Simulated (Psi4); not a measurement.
# InNH2Cl (SMILES [NH2][In][Cl]) at UHF/def2-SVP (core potential)

Aim: the vertical ionisation energy of InNH2Cl at UHF/def2-SVP (core potential), from 2 runs. 

The calculation is run with Psi4 1.11.

9 further runs of the same task are left out: 9 that didn't finish.

## Step 1: Starting point

The species is InNH2Cl (5 atoms), meant as a doublet with charge 0. SMILES: `[NH2][In][Cl]`. The coordinates come from a PBE0-D4/def2-TZVP relaxation. This is one conformer, not always the lowest.

Bond lengths: N1–In2 2.072 Å, In2–Cl3 2.369 Å, N1–H4 1.015 Å, N1–H5 1.017 Å. Angles: N1–In2–Cl3 113.1°, In2–N1–H4 113.0°, In2–N1–H5 110.3°, H4–N1–H5 107.4°.

## Step 2: Energy and gradient at UHF/def2-SVP (core potential)

File clh2inn.xyz:

```xyz
5
ClH2InN
N     -0.142600     0.808600    -0.493900
In    -0.411600    -1.217800    -0.153300
Cl     1.391500    -2.211500     1.018700
H     -0.999700     1.283800    -0.756700
H      0.212300     1.263200     0.343800
```

File calc.py:

```python
import psi4

psi4.set_memory(2200000000)
psi4.set_num_threads(1)
psi4.set_output_file('output.dat', False)

with open('clh2inn.xyz') as f:
    atoms = ''.join(f.readlines()[2:])
m = psi4.geometry('0 2\n' + atoms + 'symmetry c1')

psi4.set_options({
    'basis': 'def2-SVP',
    'reference': 'uhf',
    'puream': True,
    'e_convergence': 1e-09,
    'd_convergence': 1e-08,
    'scf_type': 'pk',
    'maxiter': 100,
})

energy_value, wavefunction = psi4.gradient("scf", return_wfn=True)
print('gradient / Eh bohr^-1')
print(energy_value.np.round(6))
print(f'energy = {wavefunction.energy():.10f} Eh')
for k, v in sorted(psi4.core.scalar_variables().items()):
    print(f'{k:45s} {v:18.10f}')
```

Started as:

```sh
$ python calc.py
```

output.dat:

```text
[...]
    !!!  WARNING: ECP capability is in beta. Please check occupations closely.  !!!
[...]
  Running in c1 symmetry.
[...]
  Nuclear repulsion =  154.716518533842446
[...]
  Multiplicity = 2
[...]
  Nalpha       = 24
  Nbeta        = 23
[...]
    Number of basis functions: 68
[...]
   @UHF iter   1:  -704.00615600249910   -1.52631e+00   8.07708e-03 ADIIS/DIIS
[...]
   @UHF iter  17:  -704.17456298806871   -2.38742e-12   4.88219e-09 DIIS
[...]
   @S^2 Observed:                7.704485670E-01
[...]
    Orbital Energies [Eh]
    ---------------------
    Alpha Occupied:
       1A   -104.745952     2A    -15.552357     3A    -10.507932
       4A     -7.984026     5A     -7.979918     6A     -7.979864
       7A     -5.409211     8A     -3.667275     9A     -3.663854
      10A     -3.659847    11A     -1.123915    12A     -1.077923
      13A     -1.052059    14A     -1.049583    15A     -1.048655
      16A     -1.032721    17A     -1.004929    18A     -0.633944
      19A     -0.568739    20A     -0.482348    21A     -0.434780
      22A     -0.429105    23A     -0.419872    24A     -0.325575
    Alpha Virtual:
      25A      0.031949    26A      0.100786    27A      0.115649
[...]
  @UHF Final Energy:  -704.17456298806871
   => Energetics <=
    Nuclear Repulsion Energy =            154.7165185338424465
    One-Electron Energy =               -1354.6590003385847467
    Two-Electron Energy =                 495.7679188166736708
    Total Energy =                       -704.1745629880686010
  UHF NO Occupations:
  HONO-2 :   22  A 1.9991145
  HONO-1 :   23  A 1.9913654
[...]
 Multipole Moments:
 ------------------------------------------------------------------------------------
     Multipole            Electronic (a.u.)      Nuclear  (a.u.)        Total (a.u.)
 ------------------------------------------------------------------------------------
 L = 1.  Multiply by 2.5417464519 to convert [e a0] to [Debye]
 Dipole X            :        -27.1145145           25.7573826           -1.3571319
 Dipole Y            :         -4.5705661            5.0215680            0.4510019
 Dipole Z            :        -13.8699799           13.6131492           -0.2568307
 Magnitude           :                                                    1.4529872
[...]
  -Total Gradient:
     Atom            X                  Y                   Z
    ------   -----------------  -----------------  -----------------
       1        0.007166186136    -0.004020340754    -0.008612025535
       2        0.003709789418    -0.000912198583     0.004739726283
       3       -0.004592626548     0.002653984628    -0.003412667403
       4       -0.007563101904     0.001472819236    -0.001073698033
       5        0.001279752906     0.000805735464     0.008358664684
[...]
```

The script printed:

```text
gradient / Eh bohr^-1
[[ 0.007166 -0.00402  -0.008612]
 [ 0.00371  -0.000912  0.00474 ]
 [-0.004593  0.002654 -0.003413]
 [-0.007563  0.001473 -0.001074]
 [ 0.00128   0.000806  0.008359]]
energy = -704.1745629881 Eh
CURRENT ENERGY                                   -704.1745629881
CURRENT REFERENCE ENERGY                         -704.1745629881
DD SOLVATION ENERGY                                 0.0000000000
HF KINETIC ENERGY                                 588.2702900628
HF POTENTIAL ENERGY                             -1292.4448530509
HF TOTAL ENERGY                                  -704.1745629881
HF VIRIAL RATIO                                     2.1970255423
NUCLEAR REPULSION ENERGY                          154.7165185338
ONE-ELECTRON ENERGY                             -1354.6590003386
PCM POLARIZATION ENERGY                             0.0000000000
PE ENERGY                                           0.0000000000
SCF ITERATION ENERGY                             -704.1745629881
SCF ITERATIONS                                     17.0000000000
SCF TOTAL ENERGY                                 -704.1745629881
TWO-ELECTRON ENERGY                               495.7679188167
```

It took 13 s on 1 thread of Intel Xeon at 2.50GHz (Skylake/Cascade Lake), shared host; peak memory 0.23 GiB.

## Step 3: The singlet cation, same level

File job.in:

```
memory 2200 mb

molecule {
  1 1
  N
  In 1 2.072358
  Cl 2 2.369007 1 113.1207
  H 1 1.014642 2 113.009 3 -164.07964
  H 1 1.017033 4 107.38364 2 -121.86895
  symmetry c1
}

set globals {
  basis def2-SVP
  puream true
  e_convergence 1e-09
  d_convergence 1e-08
  scf_type pk
}

e_tot, wfn = gradient('scf', return_wfn=True)
oeprop(wfn, 'WIBERG_LOWDIN_INDICES', 'MULLIKEN_CHARGES', 'QUADRUPOLE', title='SCF')
```

Started as:

```sh
$ psi4 job.in job.out -n 1
```

job.out (excerpt; [...] marks lines left out):

```text
[...]
    !!!  WARNING: ECP capability is in beta. Please check occupations closely.  !!!
[...]
  Running in c1 symmetry.
[...]
  Nuclear repulsion =  154.716506523154180
[...]
  Multiplicity = 1
[...]
  Nalpha       = 23
  Nbeta        = 23
[...]
    Number of basis functions: 68
[...]
   @RHF iter   1:  -703.66349152300643   -1.22772e+00   8.07526e-03 DIIS/ADIIS
[...]
   @RHF iter  14:  -703.87187854800709   -1.12550e-11   7.21841e-09 DIIS
[...]
  @RHF Final Energy:  -703.87187854800709
   => Energetics <=
    Nuclear Repulsion Energy =            154.7165065231541803
    One-Electron Energy =               -1343.2546409870406023
    Two-Electron Energy =                 484.6662559158792760
    Total Energy =                       -703.8718785480070892
[...]
  -Total Gradient:
     Atom            X                  Y                   Z
    ------   -----------------  -----------------  -----------------
       1       -0.003713442581    -0.024051027497    -0.012925625272
       2       -0.003243371830     0.047567553389     0.019439437447
       3        0.001696318833    -0.027362856635    -0.003120648909
       4        0.004897620866     0.005160774679     0.003595770568
       5        0.000362874711    -0.001314443944    -0.006988933820
[...]
 Multipole Moments:
 ------------------------------------------------------------------------------------
     Multipole            Electronic (a.u.)      Nuclear  (a.u.)        Total (a.u.)
 ------------------------------------------------------------------------------------
 L = 1.  Multiply by 2.5417464519 to convert [e a0] to [Debye]
 Dipole X            :         -0.8161350            1.2383142            0.4221792
 Dipole Y            :         31.0578497          -28.9179590            2.1398907
 Dipole Z            :          5.7350083           -6.0162438           -0.2812355
 Magnitude           :                                                    2.1991956
 L = 2.  Multiply by 1.3450342976 to convert [e a0^2] to [Debye ang]
 Quadrupole XX       :        -28.5449579            1.7633236          -26.7816344
 Quadrupole XY       :         -1.3099492            1.0028862           -0.3070630
[...]
  Mulliken Charges: (a.u.)
   Center  Symbol    Alpha    Beta     Spin     Total
[...]
```

Wall time 12 s (1 thread of Intel Xeon at 2.50GHz (Skylake/Cascade Lake), shared host); peak memory 0.23 GiB.

## Step 4: Results

Level: UHF/def2-SVP (core potential).

| quantity | value |
| --- | --- |
| doublet InNH2Cl: total energy | -704.17456 Eh |
| doublet InNH2Cl: dipole moment | 3.69 D |
| doublet InNH2Cl: HOMO energy (highest over α and β) | -8.86 eV |
| doublet InNH2Cl: LUMO energy (lowest over α and β) | -0.06 eV |
| doublet InNH2Cl: ⟨S²⟩ | 0.770 |
| doublet InNH2Cl: largest force on an atom | 0.612 eV/Å |
| singlet cation: total energy | -703.87188 Eh |
| singlet cation: HOMO energy | -16.51 eV |
| singlet cation: LUMO energy | -7.56 eV |
| singlet cation: HOMO–LUMO gap | 8.94 eV |
| singlet cation: largest force on an atom | 2.648 eV/Å |
| vertical ionisation energy (to the singlet cation) | 8.236 eV |

**Reading.** The vertical ionisation energy comes to 8.24 eV (795 kJ/mol). The largest force (doublet InNH2Cl) is 0.61 eV/Å: the shape isn't a stationary point for this species at this level. Only the singlet of the ionised species was computed; a triplet could lie lower. Mulliken charges (singlet cation) run from -0.43 on N1 to +1.22 on In2.
